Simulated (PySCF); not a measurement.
# C4H8OSi: geometry, spin-spin couplings

What spin-spin couplings should C4H8OSi (`C=C1C[C@@H]1O[SiH3]`) show?

The runs use PySCF 2.14.0, with density-fitted response routines of our own; the level of theory stands in each step. All values are computed, except where a source is named. Atoms count from 0, in the outputs and in this text.

## Step 1: The starting structure

14 atoms, charge 0, multiplicity 1; geometry from: GFN2-xTB. The atoms were then displaced at random by about 0.01 Å, so the start is not that level's minimum.

Bonds of the start (Å): C0–C1 1.31, C1–C2 1.47, C2–C3 1.50, C3–O4 1.41, O4–Si5 1.62, C3–C1 1.43, C0–H6 1.10, C0–H7 1.06, C2–H8 1.10, C2–H9 1.06, C3–H10 1.11, Si5–H11 1.47, Si5–H12 1.46, Si5–H13 1.45.

## Step 2: Geometry optimisation at PBE0-D3(BJ)/def2-SVP

The job: settings as JSON, then the geometry in Å.

```
{"job": {"xc": "PBE0", "basis": "def2-SVP", "d3": "d3bj", "grid": 1, "shake": 0.01, "kind": "geom"}, "charge": 0, "multiplicity": 1}
C      2.459710     0.906040    -0.522020
C      1.421590     0.235170    -0.073250
C      0.791120    -1.074560     0.160450
C      0.102610     0.216920     0.478960
O     -0.993060     0.610530    -0.317760
Si    -2.472800    -0.015870    -0.492830
H      2.433540     2.007140    -0.540360
H      3.343920     0.456750    -0.908010
H      1.154650    -1.677310     1.010640
H      0.483000    -1.637950    -0.684050
H     -0.080540     0.462210     1.540930
H     -3.203800    -0.018260     0.781770
H     -2.437590    -1.396420    -0.976420
H     -3.009510     0.910520    -1.470780
```

On the command line:

```bash
$ OMP_NUM_THREADS=1 python probes_run.py task.json out
```

One launch serves the whole session: the jobs run in the order shown.

**Question.** This job is followed by: B3LYP/6-31G* indirect spin-spin coupling, non-relativistic, gas phase. What will the session give for the following? point group; rotational constants (main isotopes); largest coupling of the table (B3LYP/6-31G*).

**Answer**, as computed:

| quantity | value |
| --- | --- |
| point group | C1 |
| rotational constants (main isotopes) | 8.69, 1.45, 1.32 GHz |
| largest coupling of the table (B3LYP/6-31G*) | 1J(Si,H) Si5–H11, -194.4 Hz |

**Reading.** The optimisation took 11 steps and gained 0.246 eV; among the close pairs (by a distance rule), O4–Si5 changed most, from 1.616 to 1.672 Å. No frequency check was run at this level, so the end point may be a saddle. In the run at B3LYP/6-31G*, the largest coupling of the table is Si5–H11 (mean over like pairs), -194.4 Hz, of which the Fermi-contact term gives -194.8 Hz. Couplings across rotatable bonds belong to this one conformer; where others are populated, the observed values are averages. Couplings from bases without tight functions are rough.
